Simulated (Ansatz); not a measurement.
**La2CuSi3 (P-6m2): F as an interstitial**

Aim: put F as an interstitial into a supercell of La2CuSi3 (P-6m2) with 24 atoms, relax the atoms and find what it costs and how the neighbours respond.

Program: Ansatz 0.2.0. Level of theory: DFT PBEsol, scalar-relativistic, plane waves, PAW. These are calculated values, not measurements.

1 further run of the same task is left out (set aside as unsound or not needed). Runs told in other sessions of the task aren't counted.

### 1 Starting point

The cell holds 25 atoms (Cu4FLa8Si12): a = 8.203 Å, b = 8.203 Å, c = 8.531 Å, α = 90.00°, β = 90.00°, γ = 120.00°.

Coordinates:

```
CELL_PARAMETERS angstrom
4.10129 -7.10365 0.00000
-8.20259 0.00000 0.00000
0.00000 0.00000 -8.53106
ATOMIC_POSITIONS crystal
Cu 0.33333 0.16667 0.00000
Cu 0.83333 0.16667 0.00000
Cu 0.33333 0.66667 0.00000
Cu 0.83333 0.66667 0.00000
La 0.16667 0.33333 0.75369
La 0.66667 0.33333 0.75369
La 0.16667 0.83333 0.75369
La 0.67159 0.83288 0.74993
La 0.16667 0.33333 0.24631
La 0.66667 0.33333 0.24631
La 0.16667 0.83333 0.24631
La 0.66076 0.82095 0.24283
Si 0.33333 0.16667 0.50000
Si 0.84193 0.17347 0.50064
Si 0.33497 0.66076 0.50215
Si 0.83914 0.67704 0.49550
Si 0.00000 0.00000 0.00000
Si 0.50000 0.00000 0.00000
Si 0.00000 0.50000 0.00000
Si 0.50000 0.50000 0.00000
Si 0.00567 0.00165 0.50130
Si 0.51100 0.00593 0.49534
Si 0.00000 0.50000 0.50000
Si 0.50766 0.50535 0.50398
F 0.67429 0.85133 0.49122
```

The host was relaxed before at PBEsol: a = 4.101 Å, b = 4.101 Å, c = 8.531 Å, α = 90.00°, β = 90.00°, γ = 120.00° (conventional cell), 20.712 Å³/atom.

Places, in fractions of the supercell: F as an interstitial at (0.675, 0.850, 0.500). Its neighbours start displaced at random, with a spread of 0.05 Å in each coordinate.

### 2 The perfect crystal in the supercell of 24 atoms

Contents of input.yaml:

```yaml
crystal:
  lattice:
    - [4.1012946467, -7.1036506935, 0.0]
    - [-8.2025892836, -5.7e-09, 0.0]
    - [0.0, 0.0, -8.5310554923]
  atoms:
    - { symbol: Cu, position: [0.3333333333, 0.1666666667, 0.0] }
    - { symbol: Cu, position: [0.8333333333, 0.1666666667, 0.0] }
    - { symbol: Cu, position: [0.3333333333, 0.6666666667, 0.0] }
    - { symbol: Cu, position: [0.8333333333, 0.6666666667, 0.0] }
    - { symbol: La, position: [0.1666666667, 0.3333333333, 0.7536861239] }
    - { symbol: La, position: [0.6666666667, 0.3333333333, 0.7536861239] }
    - { symbol: La, position: [0.1666666667, 0.8333333333, 0.7536861239] }
    - { symbol: La, position: [0.6666666667, 0.8333333333, 0.7536861239] }
    - { symbol: La, position: [0.1666666667, 0.3333333333, 0.2463138761] }
    - { symbol: La, position: [0.6666666667, 0.3333333333, 0.2463138761] }
    - { symbol: La, position: [0.1666666667, 0.8333333333, 0.2463138761] }
    - { symbol: La, position: [0.6666666667, 0.8333333333, 0.2463138761] }
    - { symbol: Si, position: [0.3333333333, 0.1666666667, 0.5] }
    - { symbol: Si, position: [0.8333333333, 0.1666666667, 0.5] }
    - { symbol: Si, position: [0.3333333333, 0.6666666667, 0.5] }
    - { symbol: Si, position: [0.8333333333, 0.6666666667, 0.5] }
    - { symbol: Si, position: [0.0, 0.0, 0.0] }
    - { symbol: Si, position: [0.5, 0.0, 0.0] }
    - { symbol: Si, position: [0.0, 0.5, 0.0] }
    - { symbol: Si, position: [0.5, 0.5, 0.0] }
    - { symbol: Si, position: [0.0, 0.0, 0.5] }
    - { symbol: Si, position: [0.5, 0.0, 0.5] }
    - { symbol: Si, position: [0.0, 0.5, 0.5] }
    - { symbol: Si, position: [0.5, 0.5, 0.5] }
basis:
  ecutwfc: 420
  xc_grid: 2
kpoints:
  mp_grid: { grid: [3, 3, 3], shift: [0.0, 0.0, 0.0] }
hamiltonian:
  xc: pbesol
scf:
  occupations: { method: gaussian, width: 0.05 }
output:
  forces: true
  stress: true
  eigenvalues: true
  write_density: true
  write_potential: true
  elf: true
  volumetric_format: npy
```

On the command line:

```
$ ansatz run input.yaml --threads 8 --pin off --max-ram 14336MiB --backend cpu --events-out ev --progress --plain --runs-dir out
```

Standard output, shortened:

```text
Warning: RAYON_NUM_THREADS=8 ignored (pool sized by the plan → 8); use --threads N
[...]
Pseudopotentials: kind: paw
Pseudopotential: Cu, paw, valence charge 19, recommended cutoff 420 eV (normal), Cu.paw.azcp
Pseudopotential: La, paw, valence charge 11, recommended cutoff 420 eV (normal), La.paw.azcp
Pseudopotential: Si, paw, valence charge 4, recommended cutoff 420 eV (normal), Si.paw.azcp
Functional definition: PBEsol
[...]
Crystal: 24 atoms, lattice volume = 497.090 Å³
Basis set: ecut = 420 eV, 9719 PW (Γ), exchange–correlation on 120×120×120 points (8 copies of the dense FFT grid, shifted against one another)
Bands: 130, of which v1, the nominal top of the filled ones, is band 106 counted from 1 (105 counted from 0)
Symmetry: 48 space group operations
Space group: P-6m2 (ITA 187), of the structure as read, at distance tolerance 7.9e-5 Å
k-points: 6 of 27 (time reversal used)
[...]
SCF iter   1: F=—  HF=-83120.380314 eV  |F-HF|=—  |Δ(HF+E_count)|=         —  Δρ=7.15e-3  dr2=2.16e0  ethr=1.77e-3  ⟨swp⟩=7.2  Hψ=3551  notcnv=0  defer=14
[...]
SCF iter  10: F=-83120.097074 eV  HF=-83120.097074 eV  |F-HF|=1.87e-8  |Δ(HF+E_count)|=   1.69e-7  Δρ=1.78e-6  dr2=1.46e-8  ethr=4.72e-11  ⟨swp⟩=18.8  Hψ=6745  notcnv=0
[...]
SCF converged after 10 iterations
Free energy (F): -83120.097074 eV
[...]
E sigma→0 (E₀):  -83120.082426 eV
Entropy (-TS):   -0.029296 eV (-1.221 meV/atom)
Fermi energy:    11.302697 eV
[...]
--- Forces (eV/Å), atoms counted from 1 ---
  atom   1  Cu     0.00000000    -0.00000000    -0.00000000
  atom   2  Cu     0.00000000    -0.00000000     0.00000000
  atom   3  Cu     0.00000000    -0.00000000    -0.00000000
  atom   4  Cu     0.00000000    -0.00000000     0.00000000
  atom   5  La     0.00000000    -0.00000000     0.00531297
  atom   6  La     0.00000000    -0.00000000     0.00531297
  atom   7  La     0.00000000    -0.00000000     0.00531297
  atom   8  La     0.00000000    -0.00000000     0.00531297
[...]
--- Stress (GPa, compression-positive) ---
        0.209234       0.000000       0.000000
        0.000000       0.209234      -0.000000
        0.000000      -0.000000       0.088566
  P = ⅓ Tr σ = 0.1690 GPa (1.690 kbar)
--- Band table (eV; the first three rows and the last of 6) ---
[...]
```

Run time: 3.3 s. Hardware: 8 threads of AMD EPYC 9R45 (Zen 5), shared host; peak memory 2.2 GiB.

Result: volume 20.712 Å³/atom, pressure 0.17 GPa, a metal on this mesh.

### 3 Charge 0, atoms relaxed

Contents of input.yaml:

```yaml
crystal:
  lattice:
    - [4.1012946467, -7.1036506935, 0.0]
    - [-8.2025892836, -5.7e-09, 0.0]
    - [0.0, 0.0, -8.5310554923]
  atoms:
    - { symbol: Cu, position: [0.3333333333, 0.1666666667, 0.0] }
    - { symbol: Cu, position: [0.8333333333, 0.1666666667, 0.0] }
    - { symbol: Cu, position: [0.3333333333, 0.6666666667, 0.0] }
    - { symbol: Cu, position: [0.8333333333, 0.6666666667, 0.0] }
    - { symbol: La, position: [0.1666666667, 0.3333333333, 0.7536861239] }
    - { symbol: La, position: [0.6666666667, 0.3333333333, 0.7536861239] }
    - { symbol: La, position: [0.1666666667, 0.8333333333, 0.7536861239] }
    - { symbol: La, position: [0.6715881607, 0.8328809517, 0.7499273975] }
    - { symbol: La, position: [0.1666666667, 0.3333333333, 0.2463138761] }
    - { symbol: La, position: [0.6666666667, 0.3333333333, 0.2463138761] }
    - { symbol: La, position: [0.1666666667, 0.8333333333, 0.2463138761] }
    - { symbol: La, position: [0.6607647261, 0.8209496809, 0.2428280958] }
    - { symbol: Si, position: [0.3333333333, 0.1666666667, 0.5] }
    - { symbol: Si, position: [0.8419333793, 0.1734663444, 0.5006371113] }
    - { symbol: Si, position: [0.3349714126, 0.6607641269, 0.5021535772] }
    - { symbol: Si, position: [0.8391404682, 0.6770400366, 0.4954989434] }
    - { symbol: Si, position: [0.0, 0.0, 0.0] }
    - { symbol: Si, position: [0.5, 0.0, 0.0] }
    - { symbol: Si, position: [0.0, 0.5, 0.0] }
    - { symbol: Si, position: [0.5, 0.5, 0.0] }
    - { symbol: Si, position: [0.0056717915, 0.0016508826, 0.5013019389] }
    - { symbol: Si, position: [0.5109952033, 0.0059273407, 0.4953364086] }
    - { symbol: Si, position: [0.0, 0.5, 0.5] }
    - { symbol: Si, position: [0.507659579, 0.5053521084, 0.503981743] }
    - { symbol: F, position: [0.6742916792, 0.8513307287, 0.4912209376] }
basis:
  ecutwfc: 420
  xc_grid: 2
kpoints:
  mp_grid: { grid: [3, 3, 3], shift: [0.0, 0.0, 0.0] }
hamiltonian:
  xc: pbesol
scf:
  occupations: { method: gaussian, width: 0.05 }
output:
  forces: true
  stress: false
  eigenvalues: true
relax:
  adjacent_minimum: "off"
  f_tol: 0.03
  max_steps: 40
```

On the command line:

```
$ ansatz run input.yaml --threads 8 --pin off --max-ram 14336MiB --backend cpu --events-out ev --progress --plain --runs-dir out
```

Standard output, shortened:

```text
Warning: RAYON_NUM_THREADS=8 ignored (pool sized by the plan → 8); use --threads N
[...]
[... 4 set-up lines as earlier in the session ...]
Pseudopotential: F, paw, valence charge 7, recommended cutoff 420 eV (normal), F.paw.azcp
[... 1 set-up line as earlier in the session ...]
[...]
Crystal: 25 atoms, lattice volume = 497.090 Å³
Basis set: ecut = 420 eV, 9719 PW (Γ), exchange–correlation on 120×120×120 points (8 copies of the dense FFT grid, shifted against one another)
Bands: 135, of which v1, the nominal top of the filled ones, is band 110 counted from 1 (109 counted from 0)
Symmetry: 1 space group operations
[...]
relax step   3: F+E_penalty+E_count = -83919.83042594 eV  Δ(F+E_penalty+E_count) = -1.308e-1 eV  max|allowed force component| = 1.104e-1 eV/Å  Δτ_max = 0.1238 Å  (8 SCF iters, dr2 threshold 2.90e-5 eV, accepted)
[...]
relax step   4: F+E_penalty+E_count = -83919.83422925 eV  Δ(F+E_penalty+E_count) = -3.803e-3 eV  max|allowed force component| = 1.744e-2 eV/Å  Δτ_max = 0.0130 Å  (7 SCF iters, accepted)
SCF converged after 7 iterations
Free energy (F): -83919.834229 eV
[...]
E sigma→0 (E₀):  -83919.823687 eV
Entropy (-TS):   -0.021084 eV (-0.843 meV/atom)
Fermi energy:    11.516588 eV
[...]
--- Forces (eV/Å), atoms counted from 1 ---
  atom   1  Cu     0.00013196    -0.00065908    -0.00083785
  atom   2  Cu     0.01448320     0.00828491    -0.00096072
  atom   3  Cu    -0.00065964    -0.01744190    -0.00015815
  atom   4  Cu    -0.01428530     0.00829564    -0.00065281
  atom   5  La    -0.00205565     0.00001731     0.00036690
  atom   6  La    -0.00060250    -0.00003178    -0.00218846
  atom   7  La     0.00268904     0.00046738    -0.00171642
  atom   8  La    -0.00083796     0.00092274    -0.00298156
[...]
```

### 4 The output, continued: F_i, charge +0, atoms relaxed at the host's cell

Output, continued, shortened:

```text
  atom  12  La    -0.00116823    -0.00070290     0.00057092
  atom  13  Si     0.00058245    -0.00059595     0.00152177
  atom  14  Si    -0.00496139    -0.00190591    -0.00038488
  atom  15  Si    -0.00109086     0.00163308    -0.00059289
  atom  16  Si     0.00376283    -0.00314905    -0.00060159
  atom  17  Si    -0.00100747    -0.00503016     0.00003873
  atom  18  Si    -0.00142815     0.00304730     0.00104552
  atom  19  Si    -0.00018180    -0.00096980     0.00119400
[...]
--- Band table (eV; the first three rows and the last of 14) ---
[...]
--- Relaxed structure (4 steps of the walk, 4 accepted, 0 SCFs on fresh bases) ---
  F+E_penalty+E_count = -83919.83422925 eV   max|allowed force component| = 1.744e-2 eV/Å
  atoms:
    - { symbol: Cu, position: [0.33519326253725373, 0.16783428324857055, -0.0007164583736318015] }
[...]
    - { symbol: Si, position: [0.3243961423422587, 0.6624269118644979, 0.49905276351045097] }
    - { symbol: Si, position: [0.8405911307257194, 0.6624464921448248, 0.49903490329242395] }
    - { symbol: Si, position: [0.00644219156159064, 0.0034271077423656884, -0.0006757031771722292] }
    - { symbol: Si, position: [0.4996060849232151, 0.003507032094212742, -0.0006618487220745598] }
    - { symbol: Si, position: [0.0018636148839834877, 0.5011635612644011, -0.0006206377665731627] }
    - { symbol: Si, position: [0.4995860485641205, 0.49657969426740783, -0.0006902427122394695] }
    - { symbol: Si, position: [0.013189290644369394, 0.0068028381562909405, 0.4995599075078067] }
    - { symbol: Si, position: [0.4962437998886248, 0.006843805736617803, 0.49958732298854897] }
    - { symbol: Si, position: [0.0018661190187910517, 0.50116335426256, 0.499636896220565] }
    - { symbol: Si, position: [0.4962535594202561, 0.4899279848519087, 0.4996025502982301] }
    - { symbol: F, position: [0.6685378932925866, 0.8345766226635749, 0.49928146995212885] }
```

It took 31 s on 8 threads of AMD EPYC 9R45 (Zen 5), shared host; peak memory 3.1 GiB.

Relaxation path:

```csv
step,energy from step 1 (eV/cell),largest force component (eV/Å)
1,0.0000,3.5473
2,-0.9253,0.6809
3,-1.0561,0.1104
4,-1.0599,0.0174
```

Step 1 is the start.

Largest move: La8, 0.19 Å.

Result: free energy -83919.834 eV, no gap on the mesh.

### 5 How the shell moved

| state | neighbours of the first change (round the atom where it ends) | largest move from the ideal sites (Å) | cell moment (μB) | gap on the mesh (eV) |
| --- | --- | --- | --- | --- |
| ideal sites | 2 La at 2.17, 1 Si at 2.25, 2 Si at 2.31, 2 Si at 2.43, 1 Si at 2.49 Å |  | 0.00 |  |
| charge 0 | 2 La at 2.33, 3 Si at 2.44, 3 Si at 2.45 Å | 0.17 | 0.00 | none |

### 6 Summary of results

| quantity | value |
| --- | --- |
| formation energy, neutral | -2.10 eV |
| largest move, neutral | 0.17 Å |

**Reading.** With atoms taken from and given to the elements' standard states, the neutral defect gains 2.10 eV; that is one limit of the chemical potentials, and it holds no correction for gases. A gain means that this limit lies outside the range in which the host is stable, or that the atom binds strongly. In the neutral cell the 8 nearest neighbours move out by 0.10 Å on average. A cell of 24 atoms is small: the defect feels its images, and no test of size was made. Spin–orbit coupling is left out.
